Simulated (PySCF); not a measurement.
**WNCl: structure of the triplet**

Where does triplet WNCl go from a PBE0 minimum start, is the end point a minimum, and what are its modes, charges and moments?

The runs use PySCF 2.14.0; PBE0, basis W def2-TZVP with ECP60, N def2-TZVP, Cl def2-TZVP, scalar-relativistic core potentials, no spin–orbit coupling, density fitting.

## 1. The starting structure

3 atoms, charge 0, spin multiplicity 3.

Bond lengths: W1–N2 1.655 Å, W1–Cl3 2.270 Å. Angles: N2–W1–Cl3 108.8°.

```xyz
3
charge 0 multiplicity 3
W     0.0000   -0.3229    0.0000
N     1.6539   -0.3752    0.0000
Cl   -0.6623    1.8487    0.0000
```

## 2. Finding the electronic state

One driver script runs all steps and calls PySCF; scf.py shows how it sets up the SCF of each step. The optimiser is the driver's own. After this first run the driver tries any further starts and a stability analysis.

Contents of scf.py:

```python
from pyscf import gto, scf, dft
mol = gto.M(atom='''
W     -0.000000    -0.322880     0.000000
N      1.653930    -0.375250    -0.000000
Cl    -0.662310     1.848750    -0.000000''',
    basis={'W': 'def2-TZVP', 'N': 'def2-TZVP', 'Cl': 'def2-TZVP'},
    ecp={'W': 'def2-TZVP'},
    charge=0, spin=2)
mf = dft.UKS(mol, xc='PBE0')
mf.grids.atom_grid = (50, 194)
aux = {'W': 'def2-universal-JKFIT', 'N': 'def2-universal-JKFIT', 'Cl': 'def2-universal-JKFIT'}
mf = mf.density_fit(auxbasis=aux)
mf.conv_tol = 1e-08
mf.diis_space = 10
mf.max_cycle = 60
mf.init_guess = 'minao'
mf.verbose = 4
mf.kernel()
```

Run with:

```
$ OMP_NUM_THREADS=4 python axn.py task.json out
```

What it wrote:

```text
init E= -562.212379849269
[... the frontier-level lines of each cycle are left out ...]
cycle= 1 E= -581.553422257149  delta_E= -19.3  |g|= 0.795  |ddm|= 5.76
cycle= 2 E= -577.558993097205  delta_E= 3.99  |g|= 2.69  |ddm|= 2.17
cycle= 3 E= -581.815804394309  delta_E= -4.26  |g|= 0.19  |ddm|=  1.9
cycle= 4 E= -581.826932246279  delta_E= -0.0111  |g|= 0.135  |ddm|= 0.286
cycle= 5 E= -581.835454698113  delta_E= -0.00852  |g|= 0.0207  |ddm|= 0.119
cycle= 6 E= -581.835814927907  delta_E= -0.00036  |g|= 0.00962  |ddm|= 0.0268
cycle= 7 E= -581.835974974295  delta_E= -0.00016  |g|= 0.00731  |ddm|= 0.0274
cycle= 8 E= -581.836069473882  delta_E= -9.45e-05  |g|= 0.00395  |ddm|= 0.0205
cycle= 9 E= -581.836111032337  delta_E= -4.16e-05  |g|= 0.0014  |ddm|= 0.0177
cycle= 10 E= -581.836118607372  delta_E= -7.58e-06  |g|= 0.000652  |ddm|= 0.00633
cycle= 11 E= -581.836119907254  delta_E= -1.3e-06  |g|= 0.000479  |ddm|= 0.00208
cycle= 12 E= -581.836120309503  delta_E= -4.02e-07  |g|= 0.000271  |ddm|= 0.00134
cycle= 13 E= -581.836120438841  delta_E= -1.29e-07  |g|= 6.51e-05  |ddm|= 0.000943
cycle= 14 E= -581.836120453976  delta_E= -1.51e-08  |g|= 3.01e-05  |ddm|= 0.000382
cycle= 15 E= -581.836120457196  delta_E= -3.22e-09  |g|= 1.9e-05  |ddm|= 0.000174
Extra cycle  E= -581.836120456837  delta_E= 3.59e-10  |g|= 4.47e-05  |ddm|= 6.34e-05
converged SCF energy = -581.836120456837  <S^2> = 2.0406282  2S+1 = 3.0269643
```

This step, with its further starts and checks, ran for 11 s (4 threads of Arm Neoverse V2, shared host).

The starts that the driver tried:

```
                      start  energy (Eh)
    the minimal-basis guess  -581.836120
a thermally smeared density  -581.836120
      a smeared PBE density  -581.836120
```

No lower solution of this spin turned up from the other starts or in the test of internal stability.

## 3. PBE0 minimum start, triplet: relaxation

The program finds Cs symmetry in the start, which this walk keeps. Threshold on the gradient: 0.0003 Eh/bohr, with a further test on the energy change.

scf.py, as its differences from that of step 2:

```diff
@@ -3,3 +3,3 @@
-W     -0.000000    -0.322880     0.000000
-N      1.653930    -0.375250    -0.000000
-Cl    -0.662310     1.848750    -0.000000''',
+W      0.000001    -0.322880     0.000000
+N      1.653931    -0.375250     0.000000
+Cl    -0.662309     1.848750     0.000000''',
@@ -16 +15,0 @@
-mf.init_guess = 'minao'
```

The optimiser's trace:

```csv
step,energy (Eh),change (kJ/mol),largest symmetric gradient (Eh/bohr)
0,-581.836120,0.00,0.00008
```

The walk took 1.7 s.

Geometry (Å) and forces (eV/Å) at some steps:

```
step 0
W    0.000  -0.323   0.000   0.007   0.001   0.000
N    1.654  -0.375   0.000   0.001   0.002   0.000
Cl  -0.662   1.849   0.000  -0.007  -0.003   0.000
```

After 0 steps and 0.0 kJ/mol it ends at Cs: W–Cl 2.270 Å, W–N 1.655 Å; Cl–W–N 108.8°.

## 4. Frequencies

On the finer grid the gradient is checked again; gradients at displacements of ±0.02 bohr then give force constants and infrared intensities.

scf.py, as its differences from that of step 3:

```diff
@@ -3,3 +3,3 @@
-W      0.000001    -0.322880     0.000000
-N      1.653931    -0.375250     0.000000
-Cl    -0.662309     1.848750     0.000000''',
+W     -0.000172    -0.323131     0.000000
+N      1.653760    -0.374853     0.000000
+Cl    -0.661967     1.848605     0.000000''',
@@ -10 +10 @@
-mf.grids.atom_grid = (50, 194)
+mf.grids.atom_grid = (75, 302)
@@ -13 +13 @@
-mf.conv_tol = 1e-08
+mf.conv_tol = 1e-10
```

This SCF starts from the last density.

SCF at the final geometry:

```text
init E= -581.836079336351
[... the frontier-level lines of each cycle are left out ...]
cycle= 1 E= -581.836079336337  delta_E= 1.48e-11  |g|= 6.94e-06  |ddm|= 9.18e-06
Extra cycle  E= -581.836079336193  delta_E= 1.44e-10  |g|= 1.96e-05  |ddm|= 1.78e-05
converged SCF energy = -581.836079336193  <S^2> = 2.0406389  2S+1 = 3.0269714
```

The whole step took 42 s.

Geometry: Cs; W–Cl 2.270 Å, W–N 1.655 Å; Cl–W–N 108.7°.

Harmonic modes (main isotopes):

```
symmetry  ω (cm⁻¹)  IR (km/mol)  μ (u)
      a'       219          8.0  17.14
      a'       397         50.1  40.25
      a'      1134         61.0  14.98
```

No imaginary mode, so this is a minimum.

Constants and moments:

| Quantity | Value |
| --- | --- |
| Dipole moment | 4.37 D |
| Highest occupied level | -6.67 eV |
| Lowest empty level | -3.48 eV |
| Rotational constants | 0.5667, 0.1024, 0.08676 cm⁻¹ |
| Zero-point energy | 10.5 kJ/mol |
| Principal polarisabilities | 58.0, 59.1, 71.7 bohr³ |
| Atomisation energy without zero-point energy | 1010 kJ/mol |
| Principal traceless quadrupole moments about the centre of mass | -7.46, 2.40, 5.05 D Å |
| Entropy at 298.15 K and 1 bar (electronic part: spin only) | 304.3 J/(mol K) |
| Heat capacity Cp at 298.15 K | 48.1 J/(mol K) |
| Enthalpy at 298.15 K above 0 K | 12.19 kJ/mol |
| Rotational symmetry number | 1 |
| Spin squared ⟨S²⟩ | 2.041 |

Populations by atom (charges in e):

```json
{"atom": "W1", "Mulliken": "0.71", "Löwdin": "0.25", "polar tensor": "1.12", "spin (Mulliken)": "2.32", "Mayer order to W1": "–"}
{"atom": "N2", "Mulliken": "-0.36", "Löwdin": "-0.28", "polar tensor": "-0.60", "spin (Mulliken)": "-0.32", "Mayer order to W1": "2.95"}
{"atom": "Cl3", "Mulliken": "-0.34", "Löwdin": "0.03", "polar tensor": "-0.52", "spin (Mulliken)": "0.00", "Mayer order to W1": "1.09"}
```

Outer orbital energies (eV). α occupied: -11.14, -10.23, -10.03, -9.18, -8.94, -8.33, -6.97, -6.67; empty: -3.48, -1.88, -0.83, 0.28. β occupied: -22.55, -20.08, -11.00, -10.10, -9.61, -9.01, -8.94, -8.30; empty: -3.04, -2.35, -2.12, -0.85.

Mulliken populations on W1 (outside its core potential): s 2.69, p 6.24, d 4.30, f 0.06.

## 5. What came out

```
                                          quantity                                     value
                                           minimum                               triplet, Cs
                                          geometry  W–Cl 2.270 Å, W–N 1.655 Å; Cl–W–N 108.7°
                                wavenumbers (cm⁻¹)             219 (a'), 397 (a'), 1134 (a')
                                     dipole moment                                    4.37 D
highest occupied, lowest empty level (either spin)                           -6.67, -3.48 eV
                         polar-tensor charge of W1                                   +1.12 e
                                 zero-point energy                               10.5 kJ/mol
                               entropy at 298.15 K                           304.3 J/(mol K)
         atomisation energy (no zero-point energy)                               1010 kJ/mol
                                              ⟨S²⟩                                     2.041
```

The molecule stays Cs, as typed, and the end point is a minimum. In the infrared the band at 1134 cm⁻¹ (a', stretch) leads. Most of the spin sits on W1 (Mulliken spin 2.32, against 2 for the whole molecule). Only this shape and spin were tried, so other structures or states may lie lower. Open d and f shells are described by one determinant, and the ground state may have another occupation or spin. With an element this heavy the missing spin–orbit coupling can shift these numbers.

The search up to here took 55 s.
